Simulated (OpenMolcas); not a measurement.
# S: RASSCF and RASPT2 terms and fine-structure levels

Wanted: the level scheme of S from active-space wave functions, then second-order correlation under several settings.

Method: state-averaged RASSCF and RASPT2, spin-orbit coupling by RASSI with atomic mean-field integrals. Code: OpenMolcas 26.06.

### Step 1. Starting point

```
Species                           : S (sulfur, Z = 16, 16 electrons)
Basis                             : ANO-RCC [8s7p5d4f2g], 100 functions
Scalar Hamiltonian                : DKH2, point nucleus
Inactive shells                   : 1s 2s 2p 3s
Active space                      : 4 electrons in 9 orbitals (RAS2 3p; RAS3 3d 4s, at most 1 electrons)
Some configurations of this space : 3s² 3p³ 3d, 3s² 3p³ 4s, 3s² 3p⁴
Orbitals                          : optimised for each spin and parity, averaged over the low roots
```

Outer shells as boxes (Hund's rule):

3s2 3p3 3d
```
3s [↑↓]
3p [↑ ][↑ ][↑ ]
3d [↑ ][  ][  ][  ][  ]
```

3s2 3p3 4s
```
3s [↑↓]
3p [↑ ][↑ ][↑ ]
4s [↑ ]
```

3s2 3p4
```
3s [↑↓]
3p [↑↓][↑ ][↑ ]
```

The work runs as a chain of OpenMolcas steps in one folder; each step below is one input file. Labels, J, g values, rates, χT and fits are worked out afterwards by a script from the matrices that RASSI stores.

### Step 2. Basis and integrals

The input, a.inp:

```
&GATEWAY
Coord
1

S 0.0 0.0 0.0
Basis=ANO-RCC
Group=XYZ
NoMove
AngMom=0.0 0.0 0.0
AMFI
&SEWARD
```

### Step 3. Reference wave functions, triplets of even parity, 3 roots

The input, a.inp:

```
&RASSCF
FileOrb=start.orb
Symmetry=1
Spin=3
nActEl=4 0 1
Inactive=3 3
Ras2=0 3
Ras3=6 0
CIRoot=3 3 1
SDav=3
CIMx=300
Iter=120 100
PrWF=0.3
OrbListing=Nothing
MaxOrb=0
Thrs=2.0e-7 1.0e-1 5.0e-4
Atom
>>> COPY $Project.JobIph JOB001
```

start.orb holds the contracted functions of the basis, ordered by shell, or the orbitals of the step before.

### Step 4. Reference wave functions, singlets of even parity, 6 roots

The input, a.inp:

```
&RASSCF
FileOrb=start.orb
Symmetry=1
Spin=1
nActEl=4 0 1
Inactive=3 3
Ras2=0 3
Ras3=6 0
CIRoot=6 6 1
SDav=6
CIMx=300
Iter=120 100
PrWF=0.3
OrbListing=Nothing
MaxOrb=0
Thrs=2.0e-7 1.0e-1 5.0e-4
Atom
>>> COPY $Project.JobIph JOB002
```

### Step 5. Reference wave functions, quintets of odd parity, 6 roots

Edit a.inp of step 4 so:

```diff
@@ -2,4 +2,4 @@
 FileOrb=start.orb
-Symmetry=1
-Spin=1
+Symmetry=2
+Spin=5
 nActEl=4 0 1
@@ -17,2 +17,2 @@
 Atom
->>> COPY $Project.JobIph JOB002
+>>> COPY $Project.JobIph JOB003
```

### Step 6. RASSCF: triplets of odd parity, 21 roots

The input, a.inp:

```
&RASSCF
FileOrb=start.orb
Symmetry=2
Spin=3
nActEl=4 0 1
Inactive=3 3
Ras2=0 3
Ras3=6 0
CIRoot=21 21 1
SDav=54
CIMx=300
Iter=120 100
PrWF=0.3
OrbListing=Nothing
MaxOrb=0
Thrs=2.0e-7 1.0e-1 5.0e-4
Atom
>>> COPY $Project.JobIph JOB004
```

### Step 7. Reference wave functions, singlets of odd parity, 8 roots

The input, a.inp:

```
&RASSCF
FileOrb=start.orb
Symmetry=2
Spin=1
nActEl=4 0 1
Inactive=3 3
Ras2=0 3
Ras3=6 0
CIRoot=8 8 1
SDav=48
CIMx=300
Iter=120 100
PrWF=0.3
OrbListing=Nothing
MaxOrb=0
Thrs=2.0e-7 1.0e-1 5.0e-4
Atom
>>> COPY $Project.JobIph JOB005
```

### Step 8. RASSI: spin-orbit coupling between the states

The input, a.inp:

```
&RASSI
NrOfJobIphs=5 3 6 6 21 8
1 2 3
1 2 3 4 5 6
1 2 3 4 5 6
1 2 3 4 5 6 7 8 9 10 11 12 13 14 15 16 17 18 19 20 21
1 2 3 4 5 6 7 8
IphNames
JOB001
JOB002
JOB003
JOB004
JOB005
EJob
SpinOrbit
DIPRint=1.0
SOCoupling=1000.0
Subsets=2
MEES
Property=10
'ANGMOM' 1 'ANGMOM' 2 'ANGMOM' 3 'MLTPL  1' 1 'MLTPL  1' 2 'MLTPL  1' 3
'AMFI' 1 'AMFI' 2 'AMFI' 3 'MLTPL  2' 6
SOProperty=3
'ANGMOM' 1 'ANGMOM' 2 'ANGMOM' 3
```

### Step 9. CASPT2: IPEA 0.25, imaginary shift 0.1 (closed shells correlated: 2s 2p 3s)

The input, a.inp:

```
>>> COPY JOB001 $Project.JobIph
&CASPT2
Multistate=3 1 2 3
Frozen=1 0
IPEA=0.25
Imaginary=0.1
MaxIter=60
WThr=0.0 0.3 0.05
PrWF=0.5
NoMix
>>> COPY JOB002 $Project.JobIph
&CASPT2
Multistate=6 1 2 3 4 5 6
Frozen=1 0
IPEA=0.25
Imaginary=0.1
MaxIter=60
WThr=0.0 0.3 0.05
PrWF=0.5
NoMix
>>> COPY JOB003 $Project.JobIph
&CASPT2
Multistate=6 1 2 3 4 5 6
Frozen=1 0
IPEA=0.25
Imaginary=0.1
MaxIter=60
WThr=0.0 0.3 0.05
PrWF=0.5
NoMix
>>> COPY JOB004 $Project.JobIph
&CASPT2
Multistate=21 1 2 3 4 5 6 7 8 9 10 11 12 13 14 15 16 17 18 19 20 21
Frozen=1 0
IPEA=0.25
Imaginary=0.1
MaxIter=60
WThr=0.0 0.3 0.05
PrWF=0.5
NoMix
>>> COPY JOB005 $Project.JobIph
&CASPT2
Multistate=8 1 2 3 4 5 6 7 8
Frozen=1 0
IPEA=0.25
Imaginary=0.1
MaxIter=60
WThr=0.0 0.3 0.05
PrWF=0.5
NoMix
```

### Step 10. CASPT2: IPEA 0.25, real shift 0.2 (closed shells correlated: 2s 2p 3s)

Edit a.inp of step 9 so:

```diff
@@ -5,3 +5,3 @@
 IPEA=0.25
-Imaginary=0.1
+Shift=0.2
 MaxIter=60
@@ -15,3 +15,3 @@
 IPEA=0.25
-Imaginary=0.1
+Shift=0.2
 MaxIter=60
@@ -25,3 +25,3 @@
 IPEA=0.25
-Imaginary=0.1
+Shift=0.2
 MaxIter=60
@@ -35,3 +35,3 @@
 IPEA=0.25
-Imaginary=0.1
+Shift=0.2
 MaxIter=60
@@ -45,3 +45,3 @@
 IPEA=0.25
-Imaginary=0.1
+Shift=0.2
 MaxIter=60
```

(Steps that only read results are left out.)

What does the calculation give? Wanted: lowest level; first excited level; lowest level of another term; spin-orbit lowering of the lowest level; strongest of the lines computed, by gA, at RASSCF energies.

The runs gave:

| quantity | value |
| --- | --- |
| method | SS-RASPT2, IPEA 0.25, imaginary shift 0.1 (closed shells correlated: 2s 2p 3s) |
| lowest level | 3s² 3p⁴ ³P₂, 100 % of that term, g = 1.501 |
| ground level listed by NIST | 3P2 |
| first excited level | 3s² 3p⁴ ³P₁ at 0.0461 eV |
| lowest level of another term | 3s² 3p⁴ ¹D₂ at 1.135 eV |
| spin-orbit lowering of the lowest level | 0.0235 eV |
| strongest of the lines computed, by gA, at RASSCF energies | 3s² 3p³ 4s ³S°₁ → 3s² 3p⁴ ³P₂, 186.4 nm, A = 2.76e+08 s⁻¹ |

Cost and accuracy by method:

| method | time of its own steps | time with the reference | mean absolute difference from the measured levels (cm-1) |
| --- | --- | --- | --- |
| A. RASSCF | 40 s | 40 s | 2600 |
| B. SS-RASPT2, IPEA 0.25, imaginary shift 0.1, +2s 2p 3s | 66 s | 1.8 min | 3400 |
| C. SS-RASPT2, IPEA 0.25, real shift 0.2, +2s 2p 3s | 63 s | 1.7 min | 3400 |

Times are of one thread on a shared host.

What this shows: The multiplet ³P is inverted; its intervals divided by the larger J differ by 8 % of their mean, where Landé's rule for pure LS coupling makes them equal. Second-order correlation (method B) scales the levels of the lowest configuration above 5000 cm⁻¹ by 0.78 to 0.94. Method A lies closest to the measured levels (2600 cm⁻¹ on average) and B farthest (3400). Only the configurations of the active space and the roots asked for are present. Not all states of the active space went into the spin-orbit step. CASPT2 does not keep the components of a term degenerate, and the means are used. With the s shell closed, the highest p terms come out too high. Only valence configurations of the active space appear, up to the ionisation limit; * or ° marks odd parity.
